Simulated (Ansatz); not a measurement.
Which YAML input does this script hand to the engine? (Ansatz's Python interface)

Script `energy.py`:
```python
'''Single point of CH9AlN2Si.'''

import logging
import sys
import warnings

import ansatz as az

logging.basicConfig(stream=sys.stdout, format='[%(levelname)s] %(message)s')
logger = logging.getLogger('ch9aln2si')
logger.setLevel(logging.INFO)

warnings.simplefilter('ignore', az.DeckWarning)

geometry_ang = [
    ('N', [-1.5645, 1.5511, 0.0893]),
    ('Si', [-0.3847, 0.5923, 0.9025]),
    ('C', [0.7161, -0.2025, -0.3836]),
    ('N', [1.9012, -0.9419, 0.2675]),
    ('Al', [-0.3152, -1.4243, -1.5654]),
    ('H', [-2.1707, 2.0802, 0.8248]),
    ('H', [-1.0709, 2.3513, -0.4266]),
    ('H', [-1.0074, -0.431, 1.6916]),
    ('H', [0.424, 1.4647, 1.8363]),
    ('H', [1.1858, 0.5933, -0.9871]),
    ('H', [1.409, -1.6355, 0.9717]),
    ('H', [2.4363, -0.2752, 0.834]),
    ('H', [-0.4587, -1.1006, -3.1307]),
    ('H', [-1.1133, -2.6513, -0.8955]),
]
ch9aln2si = az.Crystal.molecule()
for symbol, xyz in geometry_ang:
    ch9aln2si = ch9aln2si.atom(symbol, xyz)

calc = (
    ch9aln2si.calculation()
    .basis(gaussian='def2-TZVP')
    .functional('b3lyp', dispersion='d3bj')
    .scf(lower_state_search='standard')
)
try:
    summary = calc.run(threads=1, backend='cpu').report
except az.AnsatzError as error:
    sys.exit(f'{type(error).__name__}: {error}')

for key in ('converged', 'free_energy_ev', 'reference_energy_ev', 'n_frozen', 'n_occupied', 'n_virtual'):
    logger.info(f'{key:22s} {summary[key]}')

field = summary['mean_field']
print('<S^2> =', round(abs(field['state']['spin_squared']), 4), ' all-electron relativity setting:', field['relativity'])
print('passes:', field['passes'])
if 'symmetry' in field:
    print('occupied orbitals by irrep:', field['symmetry']['occupied'])
```

```console
$ python energy.py
[INFO] converged              True
[INFO] free_energy_ev         -18641.907918463505
[INFO] reference_energy_ev    -18641.32682899325
[INFO] n_frozen               0
[INFO] n_occupied             [28, 28]
[INFO] n_virtual              [193, 193]
<S^2> = 0.0  all-electron relativity setting: none
passes: {'evaluations': 16, 'products': 13}
occupied orbitals by irrep: [{'A': 28}, {'A': 28}]
```

`input.yaml`:
```yaml
crystal:
  periodic: [false, false, false]
  atoms:
    - { symbol: "N", position_ang: [-1.5645, 1.5511, 0.0893] }
    - { symbol: Si, position_ang: [-0.3847, 0.5923, 0.9025] }
    - { symbol: C, position_ang: [0.7161, -0.2025, -0.3836] }
    - { symbol: "N", position_ang: [1.9012, -0.9419, 0.2675] }
    - { symbol: Al, position_ang: [-0.3152, -1.4243, -1.5654] }
    - { symbol: H, position_ang: [-2.1707, 2.0802, 0.8248] }
    - { symbol: H, position_ang: [-1.0709, 2.3513, -0.4266] }
    - { symbol: H, position_ang: [-1.0074, -0.431, 1.6916] }
    - { symbol: H, position_ang: [0.424, 1.4647, 1.8363] }
    - { symbol: H, position_ang: [1.1858, 0.5933, -0.9871] }
    - { symbol: H, position_ang: [1.409, -1.6355, 0.9717] }
    - { symbol: H, position_ang: [2.4363, -0.2752, 0.834] }
    - { symbol: H, position_ang: [-0.4587, -1.1006, -3.1307] }
    - { symbol: H, position_ang: [-1.1133, -2.6513, -0.8955] }
basis:
  gaussian: { orbitals: def2-TZVP }
hamiltonian:
  xc: b3lyp
  dispersion: d3bj
scf:
  lower_state_search: standard
```

Launched from the shell:
```console
$ ansatz run input.yaml --threads 1 --pin off --max-ram 4096MiB --backend cpu --events-out ev --progress --plain --runs-dir out
Engine: ansatz 0.2.0, aarch64-unknown-linux-gnu
Functional definition: B3LYP
  parameter a0 = 0.2
  parameter ax = 0.72
  parameter ac = 0.81
  exchange = (1 - a0 - ax)*slater_x + ax*b88_x + a0*exact_x
  correlation = (1 - ac)*vwn_rpa_c + ac*lyp_c
1406 factors; their error is unknown
mean field evaluation 1: about -18626.6397 eV, gradient 8.4e1 eV
mean field evaluation 2: about -18572.5907 eV, gradient 1.5e2 eV
mean field evaluation 4: about -18640.8413 eV, gradient 1.5e1 eV
mean field evaluation 8: about -18641.2999 eV, gradient 1.5e-1 eV
mean field evaluation 16: about -18641.3265 eV, gradient 3.3e-4 eV
mean field -18641.32650336 eV, -685.0561134536 hartree, gradient 8.1e-5 eV, S^2 0.000000; 0 other end points of the search recorded, 0 dependent functions left out
reference -18641.32682899 eV, -685.0561254204 hartree; 28, 28 occupied and 193, 193 virtual orbitals, 1406 factors
Total energy: -18641.90791846 eV, -685.0774800645 hartree
```

Notes:
- The settings weren't tested for convergence.
- The geometry is a force-field or estimated start, not a minimum of this method, and the basis set is short of its limit.
- Total less reference energy is the dispersion correction.
- b3lyp holds the VWN-RPA fit, as in Gaussian; the form of ORCA and Turbomole is b3lyp5.
- Finished in 8.7 s on 1 thread of Arm Neoverse V2, with other jobs on the host, peak memory 0.49 GiB.
